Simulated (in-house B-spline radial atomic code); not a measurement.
**Hf³⁺: a fraction of an electron moved 5d → 5f**

Aim: the energy of Hf³⁺ as a fraction of an electron is moved 5d → 5f, to see how far it bends away from a straight line.

Method: non-relativistic RPBE, spin-polarised, spherical fractional occupations, point nucleus, basis-set limit. Code: in-house B-spline radial atomic code version 1.

## (1) The system

```
element       : hafnium (Z = 72)
charge        : +3
electrons     : 69
configuration : [Xe] 4f14 5d1
Hamiltonian   : non-relativistic
nucleus       : point
```

The outer shells:

[Xe] 4f14 5d1
```
[Xe] core
4f [↑↓][↑↓][↑↓][↑↓][↑↓][↑↓][↑↓]
5d [↑ ][  ][  ][  ][  ]
```

Where spins are not typed, each open shell is filled with up spins first.

## (2) The start, at fraction 0

The run's settings:

```ini
Z = 72
electrons = 69.0
configuration = [Xe] 4f14 5d1
hamiltonian = nr
method = rpbe,pbe
spin_polarised = True
```

## (3) 0.125 electron moved 5d → 5f

The run's settings:

```ini
Z = 72
electrons = 69.0
configuration = [Xe] 4f14 5d0.875 5f0.125
hamiltonian = nr
method = rpbe,pbe
spin_polarised = True
```

## (4) 0.25 electron moved 5d → 5f

The run's settings:

```ini
Z = 72
electrons = 69.0
configuration = [Xe] 4f14 5d0.75 5f0.25
hamiltonian = nr
method = rpbe,pbe
spin_polarised = True
```

## (5) 0.375 electron moved 5d → 5f

The run's settings:

```ini
Z = 72
electrons = 69.0
configuration = [Xe] 4f14 5d0.625 5f0.375
hamiltonian = nr
method = rpbe,pbe
spin_polarised = True
```

## (6) 0.5 electron moved 5d → 5f

The run's settings:

```ini
Z = 72
electrons = 69.0
configuration = [Xe] 4f14 5d0.5 5f0.5
hamiltonian = nr
method = rpbe,pbe
spin_polarised = True
```

## (7) 0.625 electron moved 5d → 5f

The run's settings:

```ini
Z = 72
electrons = 69.0
configuration = [Xe] 4f14 5d0.375 5f0.625
hamiltonian = nr
method = rpbe,pbe
spin_polarised = True
```

## (8) 0.75 electron moved 5d → 5f

The run's settings:

```ini
Z = 72
electrons = 69.0
configuration = [Xe] 4f14 5d0.25 5f0.75
hamiltonian = nr
method = rpbe,pbe
spin_polarised = True
```

## (9) 0.875 electron moved 5d → 5f

The run's settings:

```ini
Z = 72
electrons = 69.0
configuration = [Xe] 4f14 5d0.125 5f0.875
hamiltonian = nr
method = rpbe,pbe
spin_polarised = True
```

## (10) 1 electron moved 5d → 5f

The run's settings:

```ini
Z = 72
electrons = 69.0
configuration = [Xe] 4f14 5f1
hamiltonian = nr
method = rpbe,pbe
spin_polarised = True
```

**Question.** How does the energy change with the fraction, and which way and how far does it bend from the straight line between the ends?

As calculated:

| fraction | energy change (eV) | less the straight line (eV) | level 5d up (eV) | level 5f up (eV) | sum of <r²> (bohr²) |
| --- | --- | --- | --- | --- | --- |
| 0 | 0.0000 | 0.0000 | -28.236 | empty | 34.479 |
| 0.125 | 2.2727 | -0.1545 | -28.832 | -10.458 | 36.767 |
| 0.25 | 4.6008 | -0.2536 | -29.418 | -10.570 | 38.970 |
| 0.375 | 6.9794 | -0.3021 | -29.994 | -10.797 | 41.049 |
| 0.5 | 9.3979 | -0.3108 | -30.559 | -11.066 | 42.986 |
| 0.625 | 11.8518 | -0.2841 | -31.111 | -11.342 | 44.778 |
| 0.75 | 14.3399 | -0.2232 | -31.650 | -11.610 | 46.429 |
| 0.875 | 16.8618 | -0.1284 | -32.176 | -11.866 | 47.950 |
| 1 | 19.4174 | 0.0000 | empty | -12.111 | 49.350 |

What this shows: From fraction 0 to 1 the energy changes by 19.417 eV. It sags under the straight line by up to 0.31 eV (at 0.5). Slater's transition state, the slope from the orbital energies at fraction 0.5 (Janak's theorem), gives 19.493 eV for the whole step.
